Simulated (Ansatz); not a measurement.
# C₂H₂Cl₂Sn: small, medium and large basis sets

One table from this session's results is given with a row withheld; the runs are named, their logs left out.

Computed with Ansatz 0.2.0, Gaussian basis. Level: one geometry, several basis sets.

Plan: PBE0-D4/def2-SVP; ωB97M-V/def2-SVP; PBE0-D4/def2-QZVPP; ωB97M-V/def2-QZVPP; the functionals' def2-TZVPP values are taken from earlier runs.

## The geometry

All runs share one geometry, relaxed beforehand with PBE0-D4 in a triple-zeta def2 set. Sn takes the def2 core potential; no spin-orbit term is included.

7 atoms, charge 0, spin multiplicity 1.

Atoms are counted from 1 here; the program's logs count them from 0.

Bond lengths: C1–C2 1.205 Å, C1–H6 1.067 Å, C2–Sn3 2.058 Å, Sn3–Cl4 2.309 Å, Sn3–Cl5 2.309 Å, Sn3–H7 1.691 Å. Angles: C2–C1–H6 179.8°, C1–C2–Sn3 179.2°, C2–Sn3–Cl4 107.9°, C2–Sn3–Cl5 107.9°, C2–Sn3–H7 115.3°, Cl4–Sn3–Cl5 106.8°, Cl4–Sn3–H7 109.3°, Cl5–Sn3–H7 109.3°.

The first run:

in.yaml

```yaml
crystal:
  periodic: [false, false, false]
  atoms:
    - {symbol: C, position_ang: [-1.668001, 1.349669, 0.386479]}
    - {symbol: C, position_ang: [-0.744911, 0.592368, 0.224541]}
    - {symbol: Sn, position_ang: [0.833834, -0.704490, -0.025347]}
    - {symbol: Cl, position_ang: [0.163889, -2.365858, -1.482038]}
    - {symbol: Cl, position_ang: [2.540164, 0.448418, -1.069467]}
    - {symbol: H, position_ang: [-2.485343, 2.020925, 0.525301]}
    - {symbol: H, position_ang: [1.421568, -1.409031, 1.394932]}
basis:
  gaussian: {orbitals: def2-SVP}
hamiltonian: {xc: pbe0, dispersion: d4}
output: {orbitals: {seedname: orbitals}}
```

Launch:

```bash
$ ansatz run in.yaml --threads 4 --pin off --events-out ev --progress --plain --max-ram 10444MiB
```

Steps of the session up to this table: PBE0-D4 in def2-SVP; ωB97M-V in def2-SVP; PBE0-D4 in def2-QZVPP; ωB97M-V in def2-QZVPP.

One table of the session follows, with a row left open; its other results are not shown here.

It belongs to the step «Functionals by basis». 

| functional | basis | HOMO (eV) |
| --- | --- | --- |
| PBE0-D4 | def2-SVP | -8.79 |
| PBE0-D4 | def2-TZVPP | -8.88 |
| PBE0-D4 | def2-QZVPP | -8.89 |
| ωB97M-V | def2-SVP | -11.03 |
| ωB97M-V | def2-TZVPP | ? |
| ωB97M-V | def2-QZVPP | -11.16 |

Estimate the missing values for ωB97M-V, def2-TZVPP.

As computed: HOMO (eV): -11.14. In the column «HOMO (eV)» it lies between ωB97M-V, def2-QZVPP (-11.16) and ωB97M-V, def2-SVP (-11.03).
